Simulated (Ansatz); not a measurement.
# AlGeH6 (doublet): wB97M-V, B2PLYP, RPA-PBE over a scan of the distance Al1–H4 along a hydrogen transfer, cc-pVDZ

One table from this session's results is given with a row withheld; the runs are named, their logs left out.

The runs use Ansatz 0.2.0, Gaussian basis; cc-pVDZ, all electrons in the functionals, frozen cores in the correlation of double hybrids and RPA.

Plan: wB97M-V, B2PLYP, RPA-PBE, at 1.586 Å; 1.652 Å; 1.783 Å; 1.915 Å; 2.047 Å.

**What is computed**

The geometry derives from fragments relaxed apart (PBE0/def2-TZVP) and kept rigid, so it is no stationary point. A hydrogen atom is moved between rigid fragments. No spin-orbit coupling is included. The filled d shell of Ge may be among the frozen orbitals whatever the setting's name suggests; the logs give the count.

8 atoms, charge 0, spin multiplicity 2.

Atoms are counted from 1 here; the program's logs count them from 0.

Bond lengths: Al1–H2 1.586 Å, Al1–H3 1.586 Å, Al1–H4 1.586 Å, Ge5–H6 1.539 Å, Ge5–H7 1.539 Å, Ge5–H8 1.539 Å. Angles: H2–Al1–H3 120.0°, H2–Al1–H4 120.0°, H3–Al1–H4 120.0°, H6–Ge5–H7 111.2°, H6–Ge5–H8 111.2°, H7–Ge5–H8 111.2°.

Coordinates:

```
Al   -2.5747    0.0000    0.0000
H    -3.3676    1.3734    0.0000
H    -3.3676   -1.3734    0.0000
H    -0.9889    0.0000    0.0000
Ge    1.0023    0.0000    0.0000
H     1.4710   -1.4659    0.0000
H     1.4710    0.7330   -1.2695
H     1.4710    0.7330    1.2695
```

No dispersion term is added; wB97M-V holds VV10 nonlocal correlation.

The geometry shown and the zero of energy belong to the point 1.586 Å. The yardstick, UCCSDT(Q), and other wave-function levels (R restricted, U unrestricted, valence and pair active spaces) come from earlier runs.

Set-up of the first run:

Input file in.yaml:

```yaml
crystal:
  periodic: [false, false, false]
  atoms:
    - {symbol: Al, position_ang: [-2.574702, 0.000000, -0.000001]}
    - {symbol: H, position_ang: [-3.367625, 1.373384, -0.000002]}
    - {symbol: H, position_ang: [-3.367626, -1.373384, -0.000002]}
    - {symbol: H, position_ang: [-0.988855, 0.000000, 0.000000]}
    - {symbol: Ge, position_ang: [1.002298, 0.000000, 0.000000]}
    - {symbol: H, position_ang: [1.470966, -1.465915, 0.000001]}
    - {symbol: H, position_ang: [1.470967, 0.732957, -1.269519]}
    - {symbol: H, position_ang: [1.470966, 0.732957, 1.269520]}
basis:
  gaussian: {orbitals: cc-pVDZ}
magnetization: {spin_polarized: true, initial_magnetization: 1}
hamiltonian: {xc: {name: wB97M-V}}
output: {forces: true, orbitals: {seedname: orbitals}}
```

On the command line:

```bash
ansatz run in.yaml --threads 1 --pin off --events-out ev --progress --plain --max-ram 2816MiB --backend cpu
```

Among the steps run: wB97M-V, 1.586 Å; wB97M-V, 1.652 Å; wB97M-V, 1.783 Å; wB97M-V, 1.915 Å; wB97M-V, 2.047 Å; B2PLYP, 1.586 Å; B2PLYP, 1.652 Å; B2PLYP, 1.783 Å; B2PLYP, 1.915 Å; B2PLYP, 2.047 Å; RPA-PBE, 1.586 Å; RPA-PBE, 1.652 Å; RPA-PBE, 1.783 Å; RPA-PBE, 1.915 Å; RPA-PBE, 2.047 Å.

One of the session's tables, all rows but one given; the rest of the session is left out.

| level | 1.652 Å | 1.783 Å | 1.915 Å | 2.047 Å |
| --- | --- | --- | --- | --- |
| UCCSDT(Q) | ? | ? | ? | ? |
| wB97M-V | -10.0 | -1.0 | -15.8 | 2.0 |
| B2PLYP | -19.5 | -27.4 | -46.6 | -23.0 |
| RPA-PBE | -21.4 | -45.4 | -87.0 | -81.9 |

Q: Estimate the row for UCCSDT(Q) from the others.

As computed: 1.652 Å: -10.2; 1.783 Å: -8.2; 1.915 Å: -35.3; 2.047 Å: -29.9. In the column «1.652 Å» it lies between B2PLYP (-19.5) and wB97M-V (-10.0).

Caveats from the session: Energies in meV, counted from 1.586 Å; blanks weren't run or aren't comparable.
